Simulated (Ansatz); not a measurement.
# (001) slab of rocksalt NaI, 9.6 Å thick as cut, bare faces

Wanted: surface relaxation, gap and band-edge positions (PBEsol, HSE06 and r²SCAN).

All numbers are computed with Ansatz 0.2.0 (PAW, plane waves).

## 1. The system as built

8 atoms (4 I, 4 Na); a = 4.525 Å, b = 4.525 Å, c = 22.600 Å, α = 90.00°, β = 90.00°, γ = 90.00°. All atoms were shaken off their sites by about 0.02 Å along each axis.

The runs, in order: (2) PBEsol relaxation at a 6×6×1 mesh, on 1 × NVIDIA H100 80GB HBM3 with 2 threads of AMD EPYC 7R13; (3) HSE06 single point at a 4×4×1 mesh, on 1 × NVIDIA H100 80GB HBM3 with 2 threads of AMD EPYC 7R13; (4) r²SCAN single point at a 4×4×1 mesh, on 1 × NVIDIA H100 80GB HBM3 with 2 threads of AMD EPYC 7R13.

Coordinates:

```cif
data_structure
_symmetry_space_group_name_H-M 'P 1'
_symmetry_Int_Tables_number 1
_cell_length_a 4.5255
_cell_length_b 4.5255
_cell_length_c 22.6000
_cell_angle_alpha 90.000
_cell_angle_beta 90.000
_cell_angle_gamma 90.000
_cell_volume 462.85
loop_
_atom_site_label
_atom_site_type_symbol
_atom_site_fract_x
_atom_site_fract_y
_atom_site_fract_z
_atom_site_occupancy
I1 I 0.49121 0.50391 0.28786 1
I2 I 0.49182 0.50675 0.57208 1
I3 I 0.00356 0.99963 0.42850 1
I4 I 0.00345 0.99319 0.71226 1
Na1 Na 0.00456 0.99663 0.28859 1
Na2 Na 0.00206 0.00256 0.57147 1
Na3 Na 0.49697 0.49749 0.42992 1
Na4 Na 0.50428 0.50326 0.71265 1
```

## 2. PBEsol relaxation in the fixed cell

Input file in.yaml:

```yaml
crystal:
  lattice:
    - [3.200000, 3.200000, 0.000000]
    - [-3.200000, 3.200000, 0.000000]
    - [0.000000, 0.000000, 22.600000]
  atoms:
    - { symbol: I, position: [0.491205, 0.503913, 0.287859] }
    - { symbol: I, position: [0.491816, 0.506749, 0.572083] }
    - { symbol: I, position: [0.003564, 0.999627, 0.428504] }
    - { symbol: I, position: [0.003446, 0.993194, 0.712257] }
    - { symbol: Na, position: [0.004559, 0.996630, 0.288587] }
    - { symbol: Na, position: [0.002058, 0.002562, 0.571466] }
    - { symbol: Na, position: [0.496972, 0.497489, 0.429917] }
    - { symbol: Na, position: [0.504281, 0.503262, 0.712648] }
kpoints:
  mp_grid: { grid: [6, 6, 1] }
hamiltonian:
  xc: pbesol
scf:
  occupations: { method: fermi_dirac, width: 0.01 }
relax:
  f_tol: 0.03
  max_steps: 80
  escape_saddle: false
  adjacent_minimum: "off"
output:
  forces: true
  eigenvalues: true
  populations: true
```

Started as:

```
ansatz run in.yaml --threads 2 --pin off --max-ram 30400MiB --runs-dir r --events-out ev --progress --plain --backend cuda --devices 0, --max-vram 18GiB
```

After this run come: HSE06 single point; r²SCAN single point.

Before running it: what results should come out? Wanted: for each run, top filled to lowest empty; top filled below vacuum.

As calculated:

| level | time | k points | top filled to lowest empty (eV) | top filled below vacuum (eV) |
| --- | --- | --- | --- | --- |
| PBEsol, relaxation | 45 s (GPU) | 6×6×1 | 3.73 | 5.96 |
| HSE06 | 67 s (GPU) | 4×4×1 | 4.81 | 6.60 |
| r²SCAN | 21 s (GPU) | 4×4×1 | 4.59 | 6.23 |

```
     quantity                             value
   relaxation  3 recorded steps, 0.03 eV gained
largest shift                      0.11 Å (Na8)
   mean bonds                      I–Na 3.200 Å
```

**What this shows.** The relaxation lowers the energy by 0.03 eV; the largest shift is 0.11 Å (Na8). At the same k points, r²SCAN gives a spacing 0.21 eV smaller than the 4.81 eV of HSE06. The relaxation ran on other k points, so part of any difference from the later rows can come from the mesh. Exact exchange costs time: HSE06 ran about 3.2 times as long as r²SCAN on the same kind of device. Spin–orbit coupling is left out, which matters for the band edges of the heavier elements here.
